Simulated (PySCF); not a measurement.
The system is NBSH4, in a box.

```
N B S H
1.0
    13.00000    0.00000    0.00000
     0.00000   12.00000    0.00000
     0.00000    0.00000   12.00000
N B S H
1 1 1 4
Direct
  0.41090 0.54145 0.46244
  0.49368 0.52071 0.53295
  0.56536 0.39138 0.52061
  0.38656 0.48866 0.40290
  0.36973 0.61212 0.46715
  0.51746 0.58803 0.60150
  0.63227 0.41277 0.60276
```

Base run:

* Program: PySCF 2.14.0
* Functional: PBE
* Potentials or basis: pob-tzvp-rev2 (all-electron)
* k mesh: 1 × 1 × 1
* Occupations: fixed
* Spin: no spin polarisation

Its results: gap between the frontier levels 6.13 eV.

Question: The run is repeated on the same cell with these changes: functional from PBE to B3LYP5. What comes out?

Answer: Gap between the frontier levels 8.03 eV.

B3LYP5 gives the wider gap, since exact exchange removes part of the self-interaction.

Caveats: this is a molecule in a periodic box at the Γ point, so its band gap is the HOMO-LUMO gap; the basis of atomic orbitals isn't converged, which shifts pressures, moduli and gaps.

